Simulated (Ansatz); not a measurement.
# TaSi in Ansatz: further runs

The runs below take TaSi through work function, projected density of states, with PBE, LDA, PBEsol.

All numbers are computed with Ansatz 0.2.0; they aren't measurements. Logs are shortened: lines on timing, memory, paths and dates and some standing lists are left out, and cuts for length are marked.

## 1. The structure

The cell holds a sheet with vacuum, 2 atoms: a = 2.739 Å, b = 2.739 Å, c = 29.017 Å, α = 90.00°, β = 90.00°, γ = 120.00°.

The cell was built by a generator and needn't be a form met in nature.

## 2. Work function, PBE

The input, input.yaml:

```yaml
crystal:
  lattice:
    - [2.73859, 0.0, 0.0]
    - [-1.36929, 2.37169, 0.0]
    - [0.0, 0.0, 29.01702]
  atoms:
    - { symbol: Ta, position: [0.0, 0.0, 0.23066] }
    - { symbol: Si, position: [0.0, 0.0, 0.32074] }
  periodic: [true, true, false]
kpoints:
  mp_grid: { grid: [11, 11, 1] }
scf:
  occupations: { method: fermi_dirac, width: 0.05 }
hamiltonian:
  xc: pbe
  pseudopotentials: { kind: all_electron, lapw: { basis_error: 0.002 } }
output:
  forces: true
  stress: true
  eigenvalues: true
```

Potentials or basis: all-electron LAPW, scalar-relativistic.

The run is started by

```sh
$ ansatz run input.yaml --threads 4 --pin off --max-ram 12288MiB --backend cpu --events-out ev --progress --plain --runs-dir out
```

Standard output:

```text
Warning: RAYON_NUM_THREADS=4 ignored (pool sized by the plan → 4); use --threads N
LAPW: plane waves up to 8.435 Å⁻¹, error target 2.0e-3 eV per atom; small_component_spin mean_spin; Si in spheres of 1.245 Å, 12 of its electrons in bands, Dirac shells []; Ta in spheres of 1.369 Å, 43 of its electrons in bands, Dirac shells [] (how accurate: hamiltonian.pseudopotentials.lapw.basis_error, Limitations)
Engine: ansatz 0.2.0, aarch64-unknown-linux-gnu
Pseudopotentials: kind: all_electron
Pseudopotential: Ta, LAPW, valence charge 43, lapw/all_electron/scalar/gaussian/Ta, Koelling and Harmon's equation, gaussian nucleus
Pseudopotential: Si, LAPW, valence charge 12, lapw/all_electron/scalar/gaussian/Si, Koelling and Harmon's equation, gaussian nucleus
Functional definition: PBE
  parameter kappa = 0.804
  parameter beta = 0.06672455060314922
  exchange = pbe_x(kappa = kappa, mu = beta*pi^2/3)
  correlation = pbe_c(beta = beta)
Crystal: 2 atoms, lattice volume = 188.468 Å³
Basis set: ecut = 271.0454936394676 eV, 1949 PW (Γ), exchange–correlation at level 2
Bands: 33, of which v1, the nominal top of the filled ones, is band 28 counted from 1 (27 counted from 0)
Symmetry: 12 space group operations
Space group: P6mm (ITA 183), of the structure as read, at distance tolerance 5.7e-5 Å
k-points: 16 of 121
Non-local potential: Ta, projectors of the file, none
Non-local potential: Si, projectors of the file, none
Initial density: superposition of atomic densities (neutral atoms: chi_scale 0, normalization atom)
Initial wavefunctions: plane waves of lowest kinetic energy (no species holds an atomic orbital)
Functional: x = pbe(κ = 0.804, μ = 0.2195149727645171), c = pbe(β = 0.06672455060314922)
iter 1 solved again at ethr=1.30e-2 eV; its pass at ethr=1.00e-1 eV (dr2=7.15e0 eV) is discarded
SCF iter   1: F=—  HF=-432459.917574 eV  |F-HF|=—  |Δ(HF+E_count)|=         —  Δρ=2.20e-2  dr2=7.16e0  ethr=1.30e-2  ⟨swp⟩=2.0  Hψ=3357  notcnv=0
preconditioner: auto → LDOS  [insulator: Δε(μ)=0.236 eV  Ē_g=16.478 eV  σ=0.050 eV  W_gap=0.71  n_scr=20 (ndim 8)  ℏωp=13.0 eV  f_vac=0.762  D(μ)=0.71/eV (n_scr^D=6)  ε∞_Penn≈1.6  β→1.0]
SCF iter   2: F=—  HF=-432492.129702 eV  |F-HF|=—  |Δ(HF+E_count)|=    3.22e1  Δρ=1.04e-1  dr2=1.56e3  ethr=1.30e-2  ⟨swp⟩=7.1  Hψ=1904  notcnv=0  defer=34  recentre
SCF iter   3: F=—  HF=-432459.575506 eV  |F-HF|=—  |Δ(HF+E_count)|=    3.26e1  Δρ=1.76e-2  dr2=5.68e0  ethr=1.30e-2  ⟨swp⟩=4.6  Hψ=1743  notcnv=0
SCF iter   4: F=—  HF=-432459.252761 eV  |F-HF|=—  |Δ(HF+E_count)|=   3.23e-1  Δρ=9.86e-3  dr2=2.21e0  ethr=1.03e-2  ⟨swp⟩=2.9  Hψ=1533  notcnv=0
SCF iter   5: F=—  HF=-432459.205958 eV  |F-HF|=—  |Δ(HF+E_count)|=   4.68e-2  Δρ=4.60e-3  dr2=3.33e-1  ethr=4.02e-3  ⟨swp⟩=3.0  Hψ=1686  notcnv=0
SCF iter   6: F=—  HF=-432459.071595 eV  |F-HF|=—  |Δ(HF+E_count)|=         —  Δρ=4.05e-3  dr2=7.05e-1  ethr=6.06e-4  ⟨swp⟩=3.6  Hψ=1803  notcnv=0
the basis was enlarged: its passes take 61.1 KiB over the memory plan, 4 of 4 planned eigensolver slots
SCF iter   7: F=—  HF=-432459.038242 eV  |F-HF|=—  |Δ(HF+E_count)|=   3.34e-2  Δρ=3.44e-3  dr2=3.96e-1  ethr=6.06e-4  ⟨swp⟩=3.1  Hψ=1745  notcnv=0  defer=1
SCF iter   8: F=—  HF=-432459.025746 eV  |F-HF|=—  |Δ(HF+E_count)|=   1.25e-2  Δρ=1.05e-3  dr2=4.83e-2  ethr=6.06e-4  ⟨swp⟩=2.1  Hψ=1504  notcnv=0  defer=1
iter 9 solved again at ethr=8.69e-6 eV; its pass at ethr=8.78e-5 eV (dr2=4.78e-3 eV) is discarded
SCF iter   9: F=—  HF=-432459.024007 eV  |F-HF|=—  |Δ(HF+E_count)|=   1.74e-3  Δρ=3.77e-4  dr2=4.79e-3  ethr=8.69e-6  ⟨swp⟩=2.0  Hψ=2731  notcnv=0
SCF iter  10: F=—  HF=-432459.022379 eV  |F-HF|=—  |Δ(HF+E_count)|=   1.63e-3  Δρ=7.02e-4  dr2=8.10e-3  ethr=8.69e-6  ⟨swp⟩=3.6  Hψ=1781  notcnv=0
SCF iter  11: F=—  HF=-432459.022047 eV  |F-HF|=—  |Δ(HF+E_count)|=   3.32e-4  Δρ=3.04e-4  dr2=1.80e-3  ethr=8.69e-6  ⟨swp⟩=2.0  Hψ=1555  notcnv=0
SCF iter  12: F=—  HF=-432459.021985 eV  |F-HF|=—  |Δ(HF+E_count)|=   6.13e-5  Δρ=4.02e-5  dr2=8.59e-6  ethr=3.27e-6  ⟨swp⟩=2.0  Hψ=1554  notcnv=0
SCF iter  13: F=—  HF=-432459.021978 eV  |F-HF|=—  |Δ(HF+E_count)|=   7.78e-6  Δρ=1.18e-5  dr2=3.60e-7  ethr=1.56e-8  ⟨swp⟩=3.0  Hψ=1597  notcnv=0
SCF iter  14: F=-432459.021973 eV  HF=-432459.021972 eV  |F-HF|=6.89e-7  |Δ(HF+E_count)|=   5.19e-6  Δρ=4.16e-6  dr2=4.48e-8  ethr=6.54e-10  ⟨swp⟩=3.0  Hψ=1631  notcnv=0
SCF 1 converged in 14 iterations: F = -432459.021973 eV  dr2 = 4.48e-8
SCF converged after 14 iterations
Free energy (F): -432459.021973 eV
Harris-Foulkes:  -432459.021972 eV  (|F-HF|=6.89e-7)
Internal energy: -432458.988638 eV  (E = F + TS)
E sigma→0 (E₀):  -432459.005306 eV
Entropy (-TS):   -0.033335 eV (-16.667 meV/atom)
Fermi energy:    -5.047905 eV
--- Per-component energies (eV) ---
  E_band       = -6254.550537
  E_kinetic    = 481846.893679
  E_xc         = -9189.843358
  E_electrostatic = -905116.038959  (all electrons and nuclei)
  E_smearing   = -0.033335  (= −TS)
  E_closure    = 0.000000  (closes the sum)
  E_atoms      = -432446.226439  (free atoms, spherical and without spin; not in F)
  Σ components = -432459.021973   (vs F -432459.021973, Δ=0.00e0)
  Basis errors (estimates in eV, not in F): energy 4.6e-4 per atom: plane waves 3.7e-4 (2.2e-4 summed), levels above the bands 1.0e-48, relativity 3.9e-8, radial functions 9.1e-5, core shells 5.2e-8; eigenvalues (radial functions only) 2.7e-6; not estimated: angular momenta, meshes, grids; target (lapw.basis_error) 2.0e-3; muffin-tin radii Si 1.245 Å, Ta 1.369 Å
--- Forces (eV/Å), atoms counted from 1 ---
  atom   1  Ta     0.00000000     0.00000000    -0.13650337
  atom   2  Si    -0.00000000     0.00000000     0.13644544
  max |Σ_I F_I| component: 5.79e-5 eV/Å
--- 2D stress c σ (N/m, compression-positive) ---
       -0.350704      -0.000000       0.000000
       -0.000000      -0.350704       0.000000
        0.000000       0.000000       0.000000
  P = ½ c Tr σ = -0.3507 N/m
--- Band table (eV; the first three rows and the last of 16) ---
  k-point 0: bands = ["-399.7197", "-399.7197", "-399.7085", "-221.2681", "-221.2681", "-221.2673", "-221.2673", "-221.2567", "-139.5373", "-95.5978", "-95.5978", "-95.5663", "-72.4381", "-39.0807", "-38.1250", "-38.1250", "-24.2138", "-24.1725", "-24.1568", "-24.1568", "-24.1184", "-24.1184", "-24.0700", "-16.2456", "-11.2795", "-8.4725", "-5.1283", "-3.9822", "-3.9822", "-2.0173", "-0.3010", "0.0109", "0.0109"]
  k-point 1: bands = ["-399.7197", "-399.7197", "-399.7085", "-221.2681", "-221.2681", "-221.2673", "-221.2673", "-221.2567", "-139.5373", "-95.5983", "-95.5980", "-95.5663", "-72.4245", "-39.0598", "-38.2711", "-38.1572", "-24.2067", "-24.1699", "-24.1571", "-24.1538", "-24.1236", "-24.1196", "-24.0785", "-16.0331", "-10.8863", "-8.2641", "-5.0909", "-4.3716", "-3.6126", "-2.0581", "-0.5190", "-0.1481", "-0.0343"]
  k-point 2: bands = ["-399.7197", "-399.7197", "-399.7085", "-221.2681", "-221.2681", "-221.2673", "-221.2673", "-221.2567", "-139.5371", "-95.5996", "-95.5983", "-95.5662", "-72.3880", "-39.0034", "-38.6508", "-38.2427", "-24.1877", "-24.1668", "-24.1538", "-24.1458", "-24.1362", "-24.1261", "-24.0973", "-15.4019", "-9.8822", "-7.7027", "-5.2296", "-4.9892", "-2.5415", "-2.2725", "-0.8063", "-0.5494", "0.2854"]
  k-point 15: bands = ["-399.7197", "-399.7197", "-399.7085", "-221.2681", "-221.2681", "-221.2673", "-221.2673", "-221.2567", "-139.5366", "-95.6026", "-95.6015", "-95.5657", "-72.2451", "-39.4648", "-39.1408", "-38.7812", "-24.1872", "-24.1620", "-24.1505", "-24.1477", "-24.1344", "-24.1281", "-24.1082", "-9.1155", "-8.5715", "-6.8526", "-5.6860", "-5.3963", "-4.3364", "-4.3118", "-3.7668", "0.4496", "1.9446"]
  the weakly bound empty levels are not read free of the cell's end (augmented_plane_waves)
```

Wall time 22 s (4 threads of Arm Neoverse V1, shared host); peak memory 0.72 GiB.

What came out:

```yaml
Free_energy: -432459.0220 eV
Largest_force: 0.137 eV/Å
Band_gap_on_the_k_mesh: none (metal or under the smearing width)
Work_function: 4.47 eV
```

Forces in eV/Å, atoms in the order of the input:
```
Ta   0.000  0.000 -0.137
Si   0.000  0.000  0.136
```

## 3. Work function, LDA

Changes to input.yaml since step 2:

```diff
@@ -14,3 +14,3 @@
 hamiltonian:
-  xc: pbe
+  xc: lda
   pseudopotentials: { kind: all_electron, lapw: { basis_error: 0.002 } }
```

Potentials or basis: all-electron LAPW, scalar-relativistic.

The run is started by

```sh
$ ansatz run input.yaml --threads 4 --pin off --max-ram 12288MiB --backend cpu --events-out ev --progress --plain --runs-dir out
```

Standard output:

```text
Warning: RAYON_NUM_THREADS=4 ignored (pool sized by the plan → 4); use --threads N
LAPW: plane waves up to 8.434 Å⁻¹, error target 2.0e-3 eV per atom; small_component_spin mean_spin; Si in spheres of 1.245 Å, 12 of its electrons in bands, Dirac shells []; Ta in spheres of 1.369 Å, 43 of its electrons in bands, Dirac shells [] (how accurate: hamiltonian.pseudopotentials.lapw.basis_error, Limitations)
Engine: ansatz 0.2.0, aarch64-unknown-linux-gnu
Pseudopotentials: kind: all_electron
[... 62 lines left out ...]
  k-point 0: bands = ["-399.0110", "-399.0110", "-399.0036", "-221.0897", "-221.0897", "-221.0878", "-221.0878", "-221.0798", "-138.8025", "-95.6699", "-95.6699", "-95.6385", "-72.6425", "-39.2707", "-38.3160", "-38.3160", "-24.4510", "-24.4114", "-24.3956", "-24.3956", "-24.3574", "-24.3574", "-24.3077", "-16.4217", "-11.4798", "-8.6603", "-5.3502", "-4.2441", "-4.2441", "-2.2373", "-0.3428", "-0.2756", "-0.2756"]
  k-point 1: bands = ["-399.0110", "-399.0110", "-399.0036", "-221.0897", "-221.0897", "-221.0878", "-221.0878", "-221.0798", "-138.8025", "-95.6704", "-95.6701", "-95.6384", "-72.6289", "-39.2497", "-38.4629", "-38.3484", "-24.4440", "-24.4088", "-24.3958", "-24.3926", "-24.3626", "-24.3587", "-24.3163", "-16.2099", "-11.0846", "-8.4526", "-5.3123", "-4.6264", "-3.8740", "-2.2997", "-0.7275", "-0.4335", "-0.1007"]
  k-point 2: bands = ["-399.0110", "-399.0110", "-399.0036", "-221.0897", "-221.0897", "-221.0878", "-221.0878", "-221.0798", "-138.8023", "-95.6717", "-95.6704", "-95.6383", "-72.5923", "-39.1929", "-38.8444", "-38.4345", "-24.4250", "-24.4056", "-24.3926", "-24.3846", "-24.3753", "-24.3651", "-24.3352", "-15.5808", "-10.0771", "-7.8938", "-5.4549", "-5.2260", "-2.8015", "-2.5458", "-1.0332", "-0.8323", "0.1907"]
  k-point 15: bands = ["-399.0110", "-399.0110", "-399.0036", "-221.0897", "-221.0897", "-221.0878", "-221.0878", "-221.0798", "-138.8017", "-95.6748", "-95.6736", "-95.6378", "-72.4489", "-39.6623", "-39.3370", "-38.9693", "-24.4254", "-24.4011", "-24.3895", "-24.3864", "-24.3730", "-24.3669", "-24.3456", "-9.3481", "-8.7546", "-7.0566", "-5.8930", "-5.6282", "-4.5726", "-4.4994", "-4.0148", "0.1693", "1.7463"]
  the weakly bound empty levels are not read free of the cell's end (augmented_plane_waves)
```

It took 20 s on 4 threads of Arm Neoverse V1, shared host; peak memory 0.71 GiB.

What came out:

* Free energy: -432182.3725 eV
* Largest force: 0.149 eV/Å
* Band gap on the k mesh: none (metal or under the smearing width)
* Work function: 4.67 eV

Forces on the atoms (eV/Å):
```
Ta   0.000  0.000  0.149
Si   0.000  0.000 -0.149
```

## 4. Work function, PBEsol

Changes to input.yaml since step 3:

```diff
@@ -14,3 +14,3 @@
 hamiltonian:
-  xc: lda
+  xc: pbesol
   pseudopotentials: { kind: all_electron, lapw: { basis_error: 0.002 } }
```

Potentials or basis: all-electron LAPW, scalar-relativistic.

The run is started by

```sh
$ ansatz run input.yaml --threads 4 --pin off --max-ram 12288MiB --backend cpu --events-out ev --progress --plain --runs-dir out
```

Standard output:

```text
Warning: RAYON_NUM_THREADS=4 ignored (pool sized by the plan → 4); use --threads N
LAPW: plane waves up to 8.434 Å⁻¹, error target 2.0e-3 eV per atom; small_component_spin mean_spin; Si in spheres of 1.245 Å, 12 of its electrons in bands, Dirac shells []; Ta in spheres of 1.369 Å, 43 of its electrons in bands, Dirac shells [] (how accurate: hamiltonian.pseudopotentials.lapw.basis_error, Limitations)
Engine: ansatz 0.2.0, aarch64-unknown-linux-gnu
Pseudopotentials: kind: all_electron
[... 63 lines left out ...]
  k-point 0: bands = ["-399.3589", "-399.3589", "-399.3494", "-221.1317", "-221.1317", "-221.1310", "-221.1310", "-221.1212", "-139.2107", "-95.5099", "-95.5099", "-95.4796", "-72.4863", "-39.1263", "-38.1644", "-38.1644", "-24.2648", "-24.2253", "-24.2092", "-24.2092", "-24.1710", "-24.1710", "-24.1209", "-16.3133", "-11.3710", "-8.5514", "-5.2071", "-4.0724", "-4.0724", "-2.0595", "-0.3306", "-0.0763", "-0.0763"]
  k-point 1: bands = ["-399.3589", "-399.3589", "-399.3494", "-221.1317", "-221.1317", "-221.1310", "-221.1310", "-221.1212", "-139.2107", "-95.5104", "-95.5101", "-95.4795", "-72.4727", "-39.1053", "-38.3112", "-38.1967", "-24.2578", "-24.2227", "-24.2094", "-24.2062", "-24.1762", "-24.1723", "-24.1295", "-16.1009", "-10.9771", "-8.3428", "-5.1699", "-4.4605", "-3.7021", "-2.1188", "-0.5625", "-0.2358", "-0.0599"]
  k-point 2: bands = ["-399.3589", "-399.3589", "-399.3494", "-221.1317", "-221.1317", "-221.1310", "-221.1310", "-221.1212", "-139.2105", "-95.5117", "-95.5104", "-95.4794", "-72.4360", "-39.0486", "-38.6926", "-38.2827", "-24.2387", "-24.2194", "-24.2063", "-24.1982", "-24.1889", "-24.1786", "-24.1485", "-15.4699", "-9.9714", "-7.7809", "-5.3106", "-5.0740", "-2.6290", "-2.3585", "-0.8580", "-0.6379", "0.2698"]
  k-point 15: bands = ["-399.3589", "-399.3589", "-399.3494", "-221.1317", "-221.1317", "-221.1310", "-221.1310", "-221.1212", "-139.2100", "-95.5147", "-95.5136", "-95.4789", "-72.2927", "-39.5100", "-39.1848", "-38.8252", "-24.2388", "-24.2148", "-24.2032", "-24.2000", "-24.1866", "-24.1806", "-24.1590", "-9.1773", "-8.6551", "-6.9328", "-5.7623", "-5.4819", "-4.4181", "-4.3850", "-3.8444", "0.3679", "1.8493"]
  the weakly bound empty levels are not read free of the cell's end (augmented_plane_waves)
```

It took 22 s on 4 threads of Arm Neoverse V1, shared host; peak memory 0.72 GiB.

Results:

* Free energy: -432318.9382 eV
* Largest force: 0.035 eV/Å
* Band gap on the k mesh: none (metal or under the smearing width)
* Work function: 4.53 eV

Forces on the atoms (eV/Å):
```
Ta   0.000  0.000  0.035
Si   0.000  0.000 -0.035
```

## 5. Projected density of states, PBE

Changes to input.yaml since step 4:

```diff
@@ -11,2 +11,13 @@
   mp_grid: { grid: [11, 11, 1] }
+  band_path:
+    path:
+      - [0.0, 0.0, 0.0]
+      - [0.5, 0.0, 0.0]
+      - [0.3333333333, 0.3333333333, 0.0]
+      - [0.0, 0.0, 0.0]
+      - [0.0, 0.0, 0.5]
+      - [0.5, 0.0, 0.5]
+      - [0.3333333333, 0.3333333333, 0.5]
+      - [0.0, 0.0, 0.5]
+    npoints: 12
 scf:
@@ -14,3 +25,3 @@
 hamiltonian:
-  xc: pbesol
+  xc: pbe
   pseudopotentials: { kind: all_electron, lapw: { basis_error: 0.002 } }
@@ -20 +31,4 @@
   eigenvalues: true
+  fatbands: true
+  dos: { projected: true, de: 0.2, e_range: [-20, 10] }
+  populations: true
```

The run is started by

```sh
$ ansatz run input.yaml --threads 4 --pin off --max-ram 12288MiB --backend cpu --events-out ev --progress --plain --runs-dir out
```

It took 45 s on 4 threads of Arm Neoverse V1, shared host; peak memory 0.75 GiB.

The run converged. Its results:

```yaml
Free_energy: -432459.0220 eV
Largest_force: 0.137 eV/Å
Band_gap_along_the_path: none (metal or under the smearing width)
Work_function: 4.47 eV
```

Forces in eV/Å, atoms in the order of the input:
```
Ta   0.000  0.000 -0.137
Si   0.000  0.000  0.136
```

Levels at the corners of the path, in eV from the Fermi level:
```csv
point,band 25,band 26,band 27,band 28,band 29,band 30
Γ,-6.23,-3.42,-0.08,1.07,1.07,3.03
M,-4.83,-3.76,-1.51,0.22,3.08,3.35
K,-2.90,-2.90,0.01,0.01,0.28,0.28
Γ,-6.23,-3.42,-0.08,1.07,1.07,3.03
A,-6.23,-3.42,-0.08,1.07,1.07,3.03
L,-4.83,-3.76,-1.51,0.22,3.08,3.35
H,-2.90,-2.90,0.01,0.01,0.28,0.28
A,-6.23,-3.42,-0.08,1.07,1.07,3.03
```

States per cell in windows of 1 eV (zero at the Fermi level; states under -8 eV left out):
```tsv
from (eV)	total	Ta1 5d	Si2 3p	Si2 3s	Ta1 6s	Ta1 5p	Ta1 5s
-8.0	0.30	0.02	0.12	0.15	0.01	0.00	0.00
-7.0	0.35	0.03	0.13	0.17	0.02	0.00	0.00
-6.0	0.51	0.06	0.13	0.20	0.11	0.00	0.01
-5.0	0.50	0.10	0.17	0.08	0.13	0.00	0.01
-4.0	1.25	0.58	0.37	0.09	0.18	0.01	0.01
-3.0	1.48	0.80	0.43	0.13	0.09	0.01	0.00
-2.0	1.56	0.96	0.45	0.07	0.04	0.01	0.00
-1.0	2.15	1.45	0.39	0.06	0.18	0.02	0.00
0.0	1.45	0.86	0.37	0.06	0.10	0.01	0.00
1.0	1.31	0.74	0.33	0.08	0.06	0.01	0.00
2.0	1.98	1.00	0.43	0.09	0.14	0.01	0.00
3.0	1.62	0.91	0.36	0.07	0.09	0.00	0.00
4.0	1.95	0.97	0.47	0.07	0.07	0.00	0.00
5.0	1.39	0.44	0.34	0.03	0.04	0.00	0.00
6.0	1.18	0.25	0.07	0.00	0.03	0.00	0.00
7.0	0.10	0.01	0.00	0.00	0.00	0.00	0.00
```

Caveat: spin-orbit coupling is left out, which moves the levels of the heavy elements.

## 6. For comparison

An earlier run on the cell as given: functional PBE; potentials or basis all-electron LAPW, scalar-relativistic; cutoff 294 eV (chosen from the basis error); basis error allowed 0.001 eV/atom; k mesh 11 × 11 × 1; occupations fermi-dirac, width 0.05 eV; no spin polarisation.

* Largest force: 0.138 eV/Å
* Band gap on the k mesh: none (metal or under the smearing width)

## 7. Summary

```csv
task,level,cutoff (eV),basis error allowed,gap on the mesh (eV),largest force (eV/Å),work function (eV)
work function,PBE,271,0.002 eV/atom,none,0.14,4.47
work function,LDA,271,0.002 eV/atom,none,0.15,4.67
work function,PBEsol,271,0.002 eV/atom,none,0.03,4.53
projected density of states,PBE,271,0.002 eV/atom,-,0.14,4.47
single point,PBE,294,0.001 eV/atom,none,0.14,-
```

Alike in all rows: potentials or basis all-electron LAPW, scalar-relativistic; no spin polarisation; cell as given; k mesh 11 × 11 × 1; smearing fermi-dirac 0.05 eV.

Every run on the cell as given and a fine mesh finds a metal.

Caveats: spin-orbit coupling is left out, which moves the levels of the heavy elements (some runs).

Compare energies only between runs with the same functional and basis.
